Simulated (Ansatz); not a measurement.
# PbS: the cost of one run

Method: DFT LDA, scalar-relativistic, plane waves, PAW, in Ansatz 0.2.0.

### 1 The structure to begin with

Symmetry: Pnma, No. 62, orthorhombic system. Conventional cell: a = 8.433 Å, b = 4.231 Å, c = 5.982 Å, α = 90.00°, β = 90.00°, γ = 90.00°. Pb (site symmetry m) has 6 S at 2.98 to 3.00 Å as nearest neighbours. Around S (site symmetry m) lie 6 Pb at 2.98 to 3.00 Å.

Coordinates:

```cif
data_structure
_symmetry_space_group_name_H-M 'Pnma'
_symmetry_Int_Tables_number 62
_cell_length_a 8.4332
_cell_length_b 4.2305
_cell_length_c 5.9825
_cell_angle_alpha 90.000
_cell_angle_beta 90.000
_cell_angle_gamma 90.000
_cell_volume 213.44
loop_
_atom_site_label
_atom_site_type_symbol
_atom_site_symmetry_multiplicity
_atom_site_Wyckoff_symbol
_atom_site_fract_x
_atom_site_fract_y
_atom_site_fract_z
_atom_site_occupancy
Pb1 Pb 4 c 0.12376 0.75000 0.75009 1
S1 S 4 c 0.87476 0.25000 0.75095 1
```

Source of the structure: the Materials Project (structure only).

(A quick probe on a coarse mesh, which set the mesh and smearing, is not shown.)

### 3 Full relaxation

Contents of input.yaml:

```yaml
crystal:
  lattice:
    - [8.43319393, 0.0, 0.0]
    - [0.0, 4.23050716, 0.0]
    - [0.0, 0.0, 5.9824948]
  atoms:
    - { symbol: Pb, position: [0.12376494, 0.75, 0.75008876] }
    - { symbol: Pb, position: [0.62376494, 0.75, 0.74991124] }
    - { symbol: Pb, position: [0.87623506, 0.25, 0.24991124] }
    - { symbol: Pb, position: [0.37623506, 0.25, 0.25008876] }
    - { symbol: S, position: [0.87475634, 0.25, 0.75094903] }
    - { symbol: S, position: [0.37475634, 0.25, 0.74905097] }
    - { symbol: S, position: [0.12524366, 0.75, 0.24905097] }
    - { symbol: S, position: [0.62524366, 0.75, 0.25094903] }
basis:
  ecutwfc: 420
kpoints:
  mp_grid: { grid: [4, 8, 6] }
hamiltonian:
  xc: lda
scf:
  occupations: { method: gaussian, width: 0.01 }
output:
  forces: true
  stress: true
  eigenvalues: true
  write_density: true
  write_potential: true
  elf: true
  volumetric_format: npy
relax:
  adjacent_minimum: "off"
  f_tol: 0.005
  max_steps: 80
  cell: { stress_tol: 0.05 }
```

Run with:

```
$ ansatz run input.yaml --threads 2 --pin off --max-ram 5120MiB --backend cpu --events-out ev --progress --plain --runs-dir out
```

**Question.** How long does this run take on 2 threads of Arm Neoverse V1, shared host, and how much memory does it need?

About 2 min, with a peak of 0.74 GiB.
